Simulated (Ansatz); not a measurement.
# Na2Au: properties at the relaxed cell

An exercise on one series of results from a longer session: the logs are not shown, and one member is left open.

Computed with Ansatz 0.2.0 (DFT r2SCAN, scalar-relativistic, plane waves, PAW, unless a step's input says otherwise).

1 further run of the same task is left out (set aside as unsound or not needed).

**The starting structure**

It takes space group I4/mcm (No. 140, tetragonal). The conventional cell has a = 7.277 Å, b = 7.277 Å, c = 5.636 Å, α = 90.00°, β = 90.00°, γ = 90.00°. Na (site symmetry m2m) is surrounded by 4 Au at 3.04 Å and 2 Na at 3.22 Å. Au (site symmetry 422) is surrounded by 2 Au at 2.82 Å and 8 Na at 3.04 Å.

Structure file:

```
CELL_PARAMETERS angstrom
-3.63848 3.63848 2.81803
3.63848 -3.63848 2.81803
3.63848 3.63848 -2.81803
ATOMIC_POSITIONS crystal
Na 0.67386 0.17386 0.84772
Na 0.17386 0.32614 0.50000
Na 0.32614 0.82614 0.15228
Na 0.82614 0.67386 0.50000
Au 0.25000 0.25000 0.00000
Au 0.75000 0.75000 0.00000
```

It is the result of an earlier relaxation at this level (volume 24.87 Å³/atom; gap on the mesh: none (metal)).

The first run:

input.yaml

```yaml
crystal:
  lattice:
    - [-3.6017267515, 3.6017267515, 2.7895654825]
    - [3.6017267515, -3.6017267515, 2.7895654825]
    - [3.6017267515, 3.6017267515, -2.7895654825]
  atoms:
    - { symbol: Na, position: [0.6738619701, 0.1738619701, 0.8477239403] }
    - { symbol: Na, position: [0.1738619701, 0.3261380299, 0.5] }
    - { symbol: Na, position: [0.3261380299, 0.8261380299, 0.1522760597] }
    - { symbol: Na, position: [0.8261380299, 0.6738619701, 0.5] }
    - { symbol: Au, position: [0.25, 0.25, 0.0] }
    - { symbol: Au, position: [0.75, 0.75, 0.0] }
basis:
  ecutwfc: 500
kpoints:
  mp_grid: { grid: [8, 8, 8] }
hamiltonian:
  xc: r2scan
scf:
  occupations: { method: gaussian, width: 0.1 }
output:
  forces: true
  stress: true
  eigenvalues: true
relax:
  adjacent_minimum: "off"
  f_tol: 0.01
  max_steps: 30
  cell: { stress_tol: 0.1, fix: [volume] }
```

Command:

```bash
$ ansatz run input.yaml --threads 2 --pin off --max-ram 5120MiB --backend cpu --events-out ev --progress --plain --runs-dir out
```

Among the steps run: Volume × 0.97; Point at V/V0 = 1.03; Point at V/V0 = 0.94; The cell scaled to 1.06 of its volume; The cell scaled to 0.91 of its volume; Point at V/V0 = 1.10; Volume × 0.88.

One of the session's tables, all rows but one given; the rest of the session is left out.

It belongs to the step «Energy against volume». 

```
volume (Å³/atom)  energy above the lowest point (meV/atom)  pressure (GPa)
          21.887                                      36.5            4.39
          22.633                                      19.5            3.05
          23.379                                       8.2            1.90
          24.125                                         ?               ?
          24.871                                       0.0           -0.01
          25.617                                       1.7           -0.75
          26.363                                       6.5           -1.33
          27.358                                      17.1           -2.02
```

Q: Estimate the row for volume (Å³/atom) = 24.125 from the others.

Worked estimate for «energy above the lowest point (meV/atom)». A straight line through the neighbours (23.379, 8.2) and (24.871, 0.0) gives 8.2 + (0.0 − 8.2) × (24.125 − 23.379) / (24.871 − 23.379) = 4.1; a parabola fitted to 4 rows on both sides gives 1.9.

As computed: energy above the lowest point (meV/atom): 2.0; pressure (GPa): 0.89. In «energy above the lowest point (meV/atom)» the line misses by +2.1 and the parabola by -0.1.
